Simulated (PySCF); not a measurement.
# C5H5ClO: the cost of one run

Programs: PySCF 2.14.0, with routines of our own; each step states its level. All values are computed. Atoms count from 0.

## 1. The starting structure

12 atoms, charge 1, multiplicity 2; geometry from: GFN2-xTB.

## 2. Open-shell or spin-flip excitations: unrestricted TDDFT CAM-B3LYP/def2-SVPD

What the job is given:

```
{"job": {"kind": "uabs", "xc": "CAM-B3LYP", "basis": "def2-SVPD", "nstates": 10, "tda": false}, "charge": 1, "multiplicity": 2}
O      2.968987     1.470795     1.796435
C      2.726251     0.778189     0.865917
C      1.515911     0.249299     0.370832
C      0.492156    -0.217291    -0.081261
C     -0.756549    -0.733554    -0.553872
C     -1.986885    -0.188756     0.174120
Cl    -2.098129     1.583334     0.057627
H      3.552573     0.424759     0.184242
H     -0.824814    -0.499941    -1.623220
H     -0.738825    -1.823970    -0.442798
H     -2.903459    -0.607897    -0.248410
H     -1.946019    -0.435651     1.239080
```

With the program's defaults for keys left out, this is: unrestricted TDDFT CAM-B3LYP/def2-SVPD, vertical, gas phase, core orbitals frozen in the response.

On the command line:

```sh
> OMP_NUM_THREADS=1 python excited_run.py task.json out
```

This one command runs all jobs of the session in turn.

**Question.** How long does this first job take on 1 thread of AMD EPYC 7B13, shared host, and how much memory does it need?

About 77 s, with a peak of 0.73 GiB.
